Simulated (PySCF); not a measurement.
# GeC+: from the state search to spectroscopic constants

One job finds the state of GeC+, follows it along the bond with each method and fits the curves.

Computed with PySCF 2.14.0. Level: Ge def2-SVPD, C def2-SVPD, no relativity.

### 1 Input

A driver script around PySCF takes these settings:

| Property | Result |
| --- | --- |
| atoms | Ge, C |
| charge | 1 |
| basis | Ge def2-SVPD, C def2-SVPD |
| Hamiltonian | no relativity |
| basis functions | 58 |
| electrons treated | 37 |
| masses in u | 73.9212, 12.0000 |
| levels | PBE0, PBE, r²SCAN, PW91, B97-3, M06-2X, HSE06, HF, MP2, SCS-MP2, CCSD, CCSD(T) |
| grid | 80 radial by 434 angular points |
| occupations | held fixed by the projection of orbital angular momentum |
| dissociation limit | Ge+ + C, each in its ground configuration |
| starting distance in angstrom | 1.970 |
| values of 2S to try | 1, 3 |

Started as:

```
OMP_NUM_THREADS=1 python dia.py task.json out
```

The runs that follow: The PBE0 curve of the state that the search chose; Higher solutions at PBE0; PBE (GGA); r²SCAN (meta-GGA); PW91 (GGA); B97-3; M06-2X; HSE06; UHF (mean field); MP2 and coupled cluster.

What does the calculation give? Wanted: for each run, Re; ωe; De; μ.

As calculated:

Lowest PBE0 solution found, without spin–orbit coupling: ⁴Σ⁻ (quartet), unpaired electrons σ ↑, π ↑↑. State 2 has its PBE0 minimum 0.65 eV higher, as a spin-mixed determinant (⟨S²⟩ = 1.77), so this is no gap between pure states. State 3 has its PBE0 minimum 0.67 eV higher, as a spin-mixed determinant (⟨S²⟩ = 1.76), so this is no gap between pure states. State 4 has its PBE0 minimum 1.42 eV higher. The other levels ran on the lowest alone.

```tsv
level	Re (Å)	ωe (cm⁻¹)	De (eV)	μ (D)
UHF	1.889	774	2.21	-0.10
UHF-MP2	1.903	736	2.92	n/a
UHF-SCS-MP2	1.902	737	2.57	n/a
UHF-CCSD	1.913	714	2.80	n/a
UHF-CCSD(T)	1.921	693	2.93	n/a
PBE	1.942	652	3.71	-0.06
PW91	1.940	654	3.73	-0.04
r²SCAN	1.917	695	3.59	0.13
PBE0	1.914	704	3.39	-0.11
B97-3	1.924	695	3.18	-0.34
HSE06	1.915	702	3.41	-0.11
M06-2X	1.913	714	3.04	-0.28
```

De is counted to Ge+ + C in their ground configurations. A positive dipole points from Ge to C; in an ion it is taken about the centre of mass and does not tell which atom is negative.

In words: Bond lengths run from 1.889 Å (UHF) to 1.942 Å (PBE). Among the levels with a De in the table, it runs from 2.21 eV (UHF) to 3.73 eV (PW91).

Correlated steps freeze 10 core orbitals. T1 is 0.035 near the minimum (highest on the curve 0.052), which may point to more than one leading configuration.
